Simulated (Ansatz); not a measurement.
# RuS2: the cost of one run

Computed with Ansatz 0.2.0 (DFT LDA+U (U = 3 eV, J = 0.9 eV on Ru d), plane waves, PAW, unless a step's input says otherwise).

### Step 1. The starting structure

The structure is cubic, space group Fm-3m (No. 225). Conventional cell: a = 5.920 Å, b = 5.920 Å, c = 5.920 Å, α = 90.00°, β = 90.00°, γ = 90.00°. Ru (site symmetry m-3m) is surrounded by 8 S at 2.56 Å. S (site symmetry -43m) has 4 Ru at 2.56 Å in its first shell of neighbours.

As a file:

```
Ru S
1.0
     0.00000    2.96000    2.96000
     2.96000    0.00000    2.96000
     2.96000    2.96000    0.00000
Ru S
1 2
Direct
  0.00000 0.00000 0.00000
  0.25000 0.25000 0.25000
  0.75000 0.75000 0.75000
```

### Step 2. Ferromagnetic start, free, symmetry kept, no search

Contents of input.yaml:

```yaml
crystal:
  lattice:
    - [0.0, 2.96, 2.96]
    - [2.96, 0.0, 2.96]
    - [2.96, 2.96, 0.0]
  atoms:
    - { symbol: Ru, position: [0.0, 0.0, 0.0], spin: 4.0 }
    - { symbol: S, position: [0.25, 0.25, 0.25] }
    - { symbol: S, position: [0.75, 0.75, 0.75] }
basis:
  ecutwfc: 420
  ecutrho_ratio: 4
kpoints:
  mp_grid: { grid: [6, 6, 6] }
hamiltonian:
  xc: lda
  hubbard: { sites: [{ site: 0, l: d, u: 3.0, j: 0.9 }] }
scf:
  occupations: { method: gaussian, width: 0.05 }
  lower_state_search: "off"
  max_iter: 150
output:
  forces: true
  stress: true
  eigenvalues: true
  populations: true
  hubbard: { sites: [{ site: 0, l: d }] }
magnetization:
  spin_polarized: true
```

On the command line:

```bash
> ansatz run input.yaml --threads 2 --pin off --max-ram 3072MiB --backend cpu --events-out ev --progress --plain --runs-dir out
```

Q: Estimate wall time and peak memory on 2 threads of Arm Neoverse N1, shared host.

About 4.5 s, with a peak of 0.32 GiB.
